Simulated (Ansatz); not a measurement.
# C₂H₂ClO₂Si radical: one species, many methods

An exercise on one series of results from a longer session: the logs are not shown, and one member is left open.

Computed with Ansatz 0.2.0, Gaussian basis. Level: functionals in def2-TZVPP, the program's frozen cores in correlated methods.

The runs, in order: LDA (SPW92), PBE-D4, revPBE-D4, BLYP-D4, r2SCAN-D4, B97M-V, PBE0-D4, B3LYP-D4, r2SCANh-D4, r2SCAN0-D4, HSE06-D4, BHLYP-D4, CAM-B3LYP-D4, LC-ωPBE, ωB97X-V, ωB97M-V, B2PLYP, PBE-QIDH; CCSD(T)/def2-SVP; CCSD(T)/def2-TZVPP; MP2/def2-QZVPP; extrapolation to the limit; RPA on PBE.

### Structure used throughout

An earlier PBE0-D4 in a triple-zeta def2 set relaxation fixed the geometry.

8 atoms, charge 0, spin multiplicity 2.

Atoms are counted from 1 here; the program's logs count them from 0.

Bond lengths: C1–C2 1.211 Å, C2–Si3 1.816 Å, Si3–O4 1.623 Å, Si3–O5 1.625 Å, Si3–Cl6 2.033 Å, O4–H7 0.959 Å, O5–H8 0.959 Å. Angles: C1–C2–Si3 177.1°, C2–Si3–O4 105.4°, C2–Si3–O5 111.0°, C2–Si3–Cl6 110.5°, O4–Si3–O5 114.3°, O4–Si3–Cl6 110.9°, O5–Si3–Cl6 104.9°, Si3–O4–H7 118.3°, Si3–O5–H8 117.6°.

Geometry (Å):

```xyz
8
charge 0, multiplicity 2
C     1.42935   -1.47734    1.96816
C     0.85913   -0.75379    1.18234
Si   -0.06874    0.27760    0.01082
O     0.82771    0.30755   -1.34188
O    -1.57548   -0.29287   -0.19898
Cl   -0.31702    2.15204    0.75647
H     0.60991    0.95209   -2.01774
H    -1.67266   -1.22248   -0.41508
```

The first run:

in.yaml

```yaml
crystal:
  periodic: [false, false, false]
  atoms:
    - {symbol: C, position_ang: [1.429354, -1.477338, 1.968164]}
    - {symbol: C, position_ang: [0.859133, -0.753792, 1.182340]}
    - {symbol: Si, position_ang: [-0.068739, 0.277600, 0.010817]}
    - {symbol: O, position_ang: [0.827705, 0.307554, -1.341878]}
    - {symbol: O, position_ang: [-1.575483, -0.292869, -0.198979]}
    - {symbol: Cl, position_ang: [-0.317016, 2.152035, 0.756466]}
    - {symbol: H, position_ang: [0.609905, 0.952093, -2.017744]}
    - {symbol: H, position_ang: [-1.672658, -1.222484, -0.415083]}
basis:
  gaussian: {orbitals: def2-TZVPP}
magnetization: {spin_polarized: true, initial_magnetization: 1}
hamiltonian: {xc: lda}
output: {orbitals: {seedname: orbitals}}
```

Command:

```console
> ansatz run in.yaml --threads 2 --pin off --events-out ev --progress --plain --max-ram 31744MiB --backend cpu
```

Steps of the session up to this table: LDA; PBE-D4 (GGA); revPBE-D4 (GGA); BLYP-D4 (GGA); r2SCAN-D4 (meta-GGA); B97M-V (meta-GGA); PBE0-D4 (hybrid); B3LYP-D4 (hybrid); r2SCANh-D4 (hybrid); r2SCAN0-D4 (hybrid); HSE06-D4 (hybrid); BHLYP-D4 (hybrid); CAM-B3LYP-D4 (range-separated); LC-ωPBE (range-separated); ωB97X-V (range-separated); ωB97M-V (range-separated); B2PLYP (double hybrid); PBE-QIDH (double hybrid).

One of the session's tables, all rows but one given; the rest of the session is left out.

It belongs to the step «Frontier levels by functional». 

| functional | HOMO (eV) | LUMO (eV) | gap (eV) |
| --- | --- | --- | --- |
| LDA (SPW92) | ? | ? | ? |
| PBE-D4 | -7.35 | -6.30 | 1.05 |
| revPBE-D4 | -7.28 | -6.11 | 1.17 |
| BLYP-D4 | -7.19 | -6.44 | 0.75 |
| r2SCAN-D4 | -7.61 | -5.51 | 2.10 |
| B97M-V | -7.59 | -6.11 | 1.49 |
| PBE0-D4 | -8.66 | -4.95 | 3.71 |
| B3LYP-D4 | -8.41 | -5.57 | 2.84 |
| r2SCANh-D4 | -8.10 | -5.06 | 3.04 |
| r2SCAN0-D4 | -8.82 | -4.39 | 4.43 |
| HSE06-D4 | -8.25 | -5.35 | 2.91 |
| BHLYP-D4 | -9.78 | -3.90 | 5.88 |
| CAM-B3LYP-D4 | -10.05 | -4.06 | 5.99 |
| LC-ωPBE | -11.51 | -2.21 | 9.30 |
| ωB97X-V | -11.09 | -3.12 | 7.97 |
| ωB97M-V | -10.91 | -3.13 | 7.78 |

Estimate the missing values for LDA (SPW92).

As computed: HOMO (eV): -7.51; LUMO (eV): -6.88; gap (eV): 0.63. In the column «HOMO (eV)» it lies between B97M-V (-7.59) and PBE-D4 (-7.35).
